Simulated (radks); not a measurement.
**Taking charge from the 4s level of Pd³⁺ in fractions**

Aim: follow energy and eigenvalue as charge leaves the 4s level of Pd³⁺ bit by bit, and test Janak's theorem, Slater's transition state and the straight-line condition.

The numbers are computed with radks (a radial shooting solver on a logarithmic mesh, Libxc functionals) version 1 (scalar-relativistic Kohn-Sham, PBE, spin-unpolarised, spherical densities, finite nucleus), except any that are marked as measured or tabulated.

### Step 1. The system

| Item | Value |
| --- | --- |
| element | palladium (Z = 46) |
| charge | +3 |
| electrons | 43 |
| configuration | [Kr] 4d7 |
| nuclear rms radius | 4.5318 fm |

Outer shells as boxes (Hund's rule):

Pd³⁺
```
[Kr] core
4d [↑↓][↑↓][↑ ][↑ ][↑ ]
```

### Step 2. Start: [Kr] 4d7

The run's settings:

```text
Z 46
configuration [Kr] 4d7
relativity scalar-relativistic
functional pbe,pbe
spin unpolarised
nucleus finite rms 4.5318 fm
c 137.035999084
```

On the command line:

```bash
python run_ks.py task.json out
```

The same process makes all the runs of this session.

### Step 3. 0.1 electron removed from 4s

Settings, as their differences from step 2:

```diff
@@ -1,3 +1,3 @@
 Z 46
-configuration [Kr] 4d7
+configuration [Ar] 3d10 4s1.9 4p6 4d7
 relativity scalar-relativistic
```

### Step 4. 0.2 electron removed from 4s

The run's settings:

```text
Z 46
configuration [Ar] 3d10 4s1.8 4p6 4d7
relativity scalar-relativistic
functional pbe,pbe
spin unpolarised
nucleus finite rms 4.5318 fm
c 137.035999084
```

### Step 5. 0.3 electron removed from 4s

The run's settings:

```text
Z 46
configuration [Ar] 3d10 4s1.7 4p6 4d7
relativity scalar-relativistic
functional pbe,pbe
spin unpolarised
nucleus finite rms 4.5318 fm
c 137.035999084
```

### Step 6. 0.4 electron removed from 4s

The run's settings:

```text
Z 46
configuration [Ar] 3d10 4s1.6 4p6 4d7
relativity scalar-relativistic
functional pbe,pbe
spin unpolarised
nucleus finite rms 4.5318 fm
c 137.035999084
```

### Step 7. 0.5 electron removed from 4s

The run's settings:

```text
Z 46
configuration [Ar] 3d10 4s1.5 4p6 4d7
relativity scalar-relativistic
functional pbe,pbe
spin unpolarised
nucleus finite rms 4.5318 fm
c 137.035999084
```

### Step 8. 0.6 electron removed from 4s

The run's settings:

```text
Z 46
configuration [Ar] 3d10 4s1.4 4p6 4d7
relativity scalar-relativistic
functional pbe,pbe
spin unpolarised
nucleus finite rms 4.5318 fm
c 137.035999084
```

### Step 9. 0.7 electron removed from 4s

The run's settings:

```text
Z 46
configuration [Ar] 3d10 4s1.3 4p6 4d7
relativity scalar-relativistic
functional pbe,pbe
spin unpolarised
nucleus finite rms 4.5318 fm
c 137.035999084
```

### Step 10. 0.8 electron removed from 4s

The run's settings:

```text
Z 46
configuration [Ar] 3d10 4s1.2 4p6 4d7
relativity scalar-relativistic
functional pbe,pbe
spin unpolarised
nucleus finite rms 4.5318 fm
c 137.035999084
```

### Step 11. 0.9 electron removed from 4s

The run's settings:

```text
Z 46
configuration [Ar] 3d10 4s1.1 4p6 4d7
relativity scalar-relativistic
functional pbe,pbe
spin unpolarised
nucleus finite rms 4.5318 fm
c 137.035999084
```

### Step 12. 1 electron removed from 4s

The run's settings:

```text
Z 46
configuration [Ar] 3d10 4s1 4p6 4d7
relativity scalar-relativistic
functional pbe,pbe
spin unpolarised
nucleus finite rms 4.5318 fm
c 137.035999084
```

What does the calculation give? Wanted: for each run, removed; E − E(0); eigenvalue; E minus straight line.

**Answer**, as computed:

| removed (e) | E − E(0) (eV) | eigenvalue (eV) | E minus straight line (eV) |
| --- | --- | --- | --- |
| 0 | 0.000 | -126.07 | 0.000 |
| 0.1 | 12.696 | -127.93 | -0.852 |
| 0.2 | 25.578 | -129.79 | -1.519 |
| 0.3 | 38.647 | -131.67 | -1.998 |
| 0.4 | 51.905 | -133.57 | -2.288 |
| 0.5 | 65.352 | -135.47 | -2.389 |
| 0.6 | 78.991 | -137.39 | -2.298 |
| 0.7 | 92.822 | -139.32 | -2.015 |
| 0.8 | 106.85 | -141.26 | -1.538 |
| 0.9 | 121.07 | -143.21 | -0.867 |
| 1 | 135.48 | -145.18 | 0.000 |

What this shows: Removing the whole electron costs 135.48 eV, against 126.07 eV from minus the starting eigenvalue. Slater's transition state, half an electron removed, gives 135.47 eV. The trapezoid integral of minus the eigenvalue gives 135.52 eV over the range, against 135.48 eV from the energies (Janak's theorem; approximate here, since the scalar-relativistic density holds large components alone). The eigenvalue moves by 19.1 eV per electron. E bends below the straight line by 2.39 eV at 0.5 electron removed.
